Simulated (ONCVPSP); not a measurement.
**Pseudopotential generation for Ga: ONCV, LDA (Perdew-Wang 92)**

Aim: build the potential from the settings below, then test how well it stands in for the atom: other configurations, scattering, ghost states and the plane-wave cutoff that it needs.

Program: ONCVPSP 4.0.1.1 (patched build). Reference atom: LDA (Perdew-Wang 92), scalar-relativistic, spherical and spin-unpolarised. All values are calculated.

### Step 1. Starting point

The settings as typed:

| Quantity | Value |
| --- | --- |
| element | gallium (Ga, Z = 31) |
| type | optimised norm-conserving Vanderbilt (ONCV) |
| frozen core | [Ar] |
| valence charge | 13 |
| reference configuration | 3d10 4s1 4p2 |
| partial waves | 4s: rc 1.90 bohr, ncon 5, nbas 9, qcut 2.7 1/bohr, 2 projectors, debl 2.3 Ha; 4p: rc 2.40 bohr, ncon 4, nbas 7, qcut 3.5 1/bohr, 2 projectors, debl 1.5 Ha; 3d: rc 1.05 bohr, ncon 4, nbas 8, qcut 14 1/bohr, 2 projectors, debl 3.3 Ha; f scattering state at 0.07 Ha: rc 2.40 bohr, ncon 3, nbas 6, qcut 4 1/bohr, 3 projectors, debl 1.1 Ha |
| local potential | polynomial inside 0.90 bohr (lpopt 5, dvloc0 -1 Ha) |
| core correction | Teter function, fcfact 2.5, rcfact 1.65 |

An earlier all-electron run gives the scale for the radii.

All-electron outer shells of the reference configuration (LDA (PZ), scalar-relativistic, ld1.x):

| shell | level (eV) | outermost node (bohr) | outermost maximum (bohr) |
| --- | --- | --- | --- |
| 3s | -149.35 | 0.27 | 0.56 |
| 3p | -100.57 | 0.24 | 0.56 |
| 3d | -21.27 | – | 0.53 |
| 4s | -10.28 | 0.81 | 1.85 |
| 4p | -3.50 | 0.87 | 2.44 |

### Step 2. Generation

Ga.dat

```
# ATOM AND REFERENCE CONFIGURATION
# atsym  z   nc   nv     iexc    psfile
  Ga 31.00    5    3  -001012      upf
#
#   n    l    f
    1    0    2.00
    2    0    2.00
    2    1    6.00
    3    0    2.00
    3    1    6.00
    3    2   10.00
    4    0    1.00
    4    1    2.00
#
# PSEUDOPOTENTIAL AND OPTIMIZATION
# lmax
    3
#
#   l,   rc,      ep,       ncon, nbas, qcut
    0    1.90    0.00    5    9    2.70
    1    2.40    0.00    4    7    3.50
    2    1.05    0.00    4    8   14.00
    3    2.40    0.07    3    6    4.00
#
# LOCAL POTENTIAL
# lloc, lpopt,  rc(5),   dvloc0
    4    5    0.90   -1.00
#
# VANDERBILT-KLEINMAN-BYLANDER PROJECTORs
# l, nproj, debl
    0    2    2.30
    1    2    1.50
    2    2    3.30
    3    3    1.10
#
# MODEL CORE CHARGE
# icmod, fcfact, rcfact
    3    2.50    1.65
#
# LOG DERIVATIVE ANALYSIS
# epsh1, epsh2, depsh
   -2.00    5.00    0.02
#
# OUTPUT GRID
# rlmax, drl
    6.00    0.01
#
# TEST CONFIGURATIONS
# ncnf
    4
# nvcnf
#   n    l    f
    3
    3    2   10.00
    4    0    2.00
    4    1    1.00
#
    3
    3    2   10.00
    4    0    2.00
    4    1    0.00
#
    3
    3    2   10.00
    4    0    1.00
    4    1    0.00
#
    3
    3    2   10.00
    4    0    1.00
    4    1    1.00
#
```

Launch:

```console
$ oncvpsp.x < Ga.dat > Ga.out
```

**Question.** What will these runs give? Wanted: cutoffs for 1 and 0.1 mHa per electron, occupied waves; bound ghosts; GHOST(+) flags; largest test error; largest phase difference near zero energy, channels read; rms error of d²Exc/dn², without and with the model core.

The runs gave:

```
                                                quantity                       value
  cutoffs for 1 and 0.1 mHa per electron, occupied waves             85 Ha and 94 Ha
                                            bound ghosts              s at -43.60 eV
                                          GHOST(+) flags                  p at 68 eV
                            largest test error (AE − PS)  -9.3 meV, for 3d10 4s1 4p0
largest phase difference near zero energy, channels read                   0.000 rad
 rms error of d²Exc/dn², without and with the model core           6.59 and 2.30 mHa
```

In words: A bound ghost (s) makes it unfit for use: electrons can fall into a state that the atom doesn't have. The worst unpolarised test, 3d10 4s1 4p0, is off by 9.3 meV on 20.8 eV; by total energies transferability rates as good. Atomic tests can pass in spite of a ghost, since they solve only for the levels asked. The potential is very hard: the looser tolerance needs 85 Ha. At the looser tolerance the 3d wave is the slowest; 4s needs 42 Ha. Near zero energy the phases of the channels with partial waves agree within 0.001 rad. The pseudo curves have a pole with no partner nearby in the atom's: s at -1.60 Ha. The program also flags highly localised states, GHOST(+) (p).
